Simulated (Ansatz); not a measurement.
# CH7FSiSn: a ladder of functionals and wavefunction methods

One table from this session's results is given with a row withheld; the runs are named, their logs left out.

Program: Ansatz 0.2.0, Gaussian basis. Level of theory: functionals in def2-TZVPP, the program's frozen cores in correlated methods. These are calculated values, not measurements.

The runs, in order: PBE-D4, r2SCAN-D4, PBE0-D4, B3LYP-D4, ωB97X-V, ωB97M-V, B2PLYP; CCSD(T)/def2-TZVPP; MP2/def2-QZVPP; extrapolation to the limit.

### The geometry

All runs share one geometry, relaxed beforehand with PBE0-D4 in a triple-zeta def2 set. Sn takes the def2 core potential; no spin-orbit term is included.

11 atoms, charge 0, spin multiplicity 1.

Atoms are counted from 1 here; the program's logs count them from 0.

Bond lengths: C1–Si2 1.871 Å, C1–H5 1.092 Å, C1–H6 1.092 Å, C1–H7 1.092 Å, Si2–Sn3 2.567 Å, Si2–H8 1.487 Å, Si2–H9 1.489 Å, Sn3–F4 1.940 Å, Sn3–H10 1.711 Å, Sn3–H11 1.709 Å. Angles: Si2–C1–H5 110.2°, Si2–C1–H6 110.6°, Si2–C1–H7 110.9°, H5–C1–H6 108.6°, H5–C1–H7 108.2°, H6–C1–H7 108.4°, C1–Si2–Sn3 109.3°, C1–Si2–H8 111.5°, C1–Si2–H9 111.8°, Sn3–Si2–H8 107.8°, Sn3–Si2–H9 108.3°, H8–Si2–H9 108.1°, Si2–Sn3–F4 102.5°, Si2–Sn3–H10 116.7°, Si2–Sn3–H11 118.1°, F4–Sn3–H10 103.2°, F4–Sn3–H11 103.8°, H10–Sn3–H11 110.1°.

As a file:

```
C    -0.9505    1.4797    0.2171
Si   -0.1593   -0.0233    1.0022
Sn    1.1112   -1.3474   -0.7923
F    -0.1275   -1.3284   -2.2857
H    -1.5951    1.1778   -0.6108
H    -1.5542    2.0219    0.9486
H    -0.1908    2.1596   -0.1735
H    -1.1787   -0.9281    1.5976
H     0.8036    0.3557    2.0731
H     2.5151   -0.6142   -1.4385
H     1.3917   -3.0103   -0.5174
```

The first run:

File in.yaml:

```yaml
crystal:
  periodic: [false, false, false]
  atoms:
    - {symbol: C, position_ang: [-0.950527, 1.479687, 0.217122]}
    - {symbol: Si, position_ang: [-0.159302, -0.023296, 1.002216]}
    - {symbol: Sn, position_ang: [1.111221, -1.347401, -0.792268]}
    - {symbol: F, position_ang: [-0.127514, -1.328435, -2.285714]}
    - {symbol: H, position_ang: [-1.595115, 1.177803, -0.610832]}
    - {symbol: H, position_ang: [-1.554156, 2.021939, 0.948561]}
    - {symbol: H, position_ang: [-0.190788, 2.159591, -0.173539]}
    - {symbol: H, position_ang: [-1.178741, -0.928117, 1.597599]}
    - {symbol: H, position_ang: [0.803621, 0.355700, 2.073111]}
    - {symbol: H, position_ang: [2.515117, -0.614224, -1.438451]}
    - {symbol: H, position_ang: [1.391683, -3.010345, -0.517405]}
basis:
  gaussian: {orbitals: def2-TZVPP}
hamiltonian: {xc: pbe, dispersion: d4}
output: {forces: true, orbitals: {seedname: orbitals}}
```

On the command line:

```
$ ansatz run in.yaml --threads 4 --pin off --events-out ev --progress --plain --max-ram 10444MiB
```

Steps of the session up to this table: PBE-D4 (GGA); r2SCAN-D4 (meta-GGA); PBE0-D4 (hybrid); B3LYP-D4 (hybrid); ωB97X-V (range-separated); ωB97M-V (range-separated); B2PLYP (double hybrid); CCSD(T) in def2-TZVPP; MP2 in def2-QZVPP.

One of the session's tables, all rows but one given; the rest of the session is left out.

```
            method  atomisation energy (kcal/mol)
            PBE-D4                          822.4
         r2SCAN-D4                          822.0
           PBE0-D4                          814.1
          B3LYP-D4                          819.8
           ωB97X-V                          828.7
           ωB97M-V                          821.9
            B2PLYP                          809.7
     HF/def2-TZVPP                          611.3
    MP2/def2-TZVPP                              ?
   CCSD/def2-TZVPP                          795.4
CCSD(T)/def2-TZVPP                          804.7
           MP2/CBS                          824.6
       CCSD(T)/CBS                          827.2
```

**Question.** Estimate the row for MP2/def2-TZVPP.

**Answer.** atomisation energy (kcal/mol): 802.1. In the column «atomisation energy (kcal/mol)» it lies between CCSD/def2-TZVPP (795.4) and CCSD(T)/def2-TZVPP (804.7).

Among the levels timed on like hardware and quicker than the yardstick, those that no quicker one beats, quickest first: PBE-D4 (1 s, -4.8 kcal/mol); ωB97X-V (2.8 s, +1.4 kcal/mol).

B2PLYP carry no dispersion term (for B3LYP, D4 adds 8.4 kcal/mol).

To keep in mind: All levels share the lack of spin-orbit coupling, which lowers the free heavy atoms and so the true binding.
